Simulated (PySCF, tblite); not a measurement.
# C5H7O2 radical: geometry, infrared bands and EPR parameters

Aim: predict the infrared bands and EPR parameters of C5H7O2 radical (`C#CCCOC[O]`).

Programs: tblite 0.8.0 and PySCF 2.14.0, with density-fitted response routines of our own. Each step states its level of theory. These are calculated values for one molecule in the gas phase, unless marked as measured. Atoms count from 0, in the outputs and in this text.

**1. Starting geometry**

14 atoms, charge 0, multiplicity 2; geometry from: force field or distance geometry start.

Bonds of the start (Å): C0–C1 1.21, C1–C2 1.47, C2–C3 1.53, C3–O4 1.40, O4–C5 1.40, C5–O6 1.39, C0–H7 1.06, C2–H8 1.09, C2–H9 1.11, C3–H10 1.13, C3–H11 1.11, C5–H12 1.10, C5–H13 1.10.

**2. Geometry optimisation with GFN2-xTB**

Job settings and geometry (Å):

```
{"job": {"kind": "relax", "xc": "GFN2-xTB", "basis": "xTB"}, "charge": 0, "multiplicity": 2}
C      2.754700     0.938200     0.228000
C      1.970200     0.039400     0.425400
C      1.033700    -1.067600     0.691700
C     -0.322200    -0.597200     0.171100
O     -0.769200     0.552000     0.832200
C     -2.012400     0.851400     0.253000
O     -2.847600    -0.232800     0.483500
H      3.430300     1.739200     0.045800
H      1.343600    -1.943100     0.128000
H      0.952400    -1.326300     1.766200
H     -1.128000    -1.373900     0.297700
H     -0.158900    -0.328600    -0.888600
H     -1.831200     0.949300    -0.827000
H     -2.416100     1.799400     0.650900
```

Launch:

```console
$ OMP_NUM_THREADS=1 python probes_run.py task.json out
```

One launch serves the whole session: the jobs run in the order shown.

**Question.** This job is followed by: GFN2-xTB harmonic vibrations, gas phase; UKS B3LYP, pcH-1 on C H O, non-relativistic, mean-field spin-orbit, GIAO. What will the session give for the following? strongest single infrared mode (GFN2-xTB); zero-point energy (GFN2-xTB); g(iso) (B3LYP); ⟨S²⟩; largest a(iso) (averaged by class); potential on the surface of density 0.002 e/bohr³, 1st and 99th percentile.

As calculated:

| quantity | value |
| --- | --- |
| strongest single infrared mode (GFN2-xTB) | 1356 cm⁻¹, 125 km/mol |
| zero-point energy (GFN2-xTB) | 65.3 kcal/mol |
| g(iso) (B3LYP) | 2.00967 |
| ⟨S²⟩ | 0.755 (exact 0.75) |
| largest a(iso) (averaged by class) | 1H on H12, H13, 363.9 MHz |
| potential on the surface of density 0.002 e/bohr³, 1st and 99th percentile | -1.36 V and 1.46 V |

**Reading.** Relaxing lowered the energy by 0.856 eV in 208 steps; the close pair that moved most is C5–O6, from 1.388 to 1.273 Å. All 36 modes are real, so the xTB geometry is a minimum. The strongest single mode, at 1356 cm⁻¹, moves mainly O6 and C5. GFN2-xTB is a fitted tight-binding method: band positions and strengths are rough. Its intensities can rank the bands wrongly. Most of the unpaired spin sits on O6 (0.69 e). The isotropic g lies 7.4 ppt above the free-electron value. These values are for one conformer; the search (at its own cheap level) found 2 more, at 0.91, 7.28 kcal/mol, and measured spectra average over such forms.
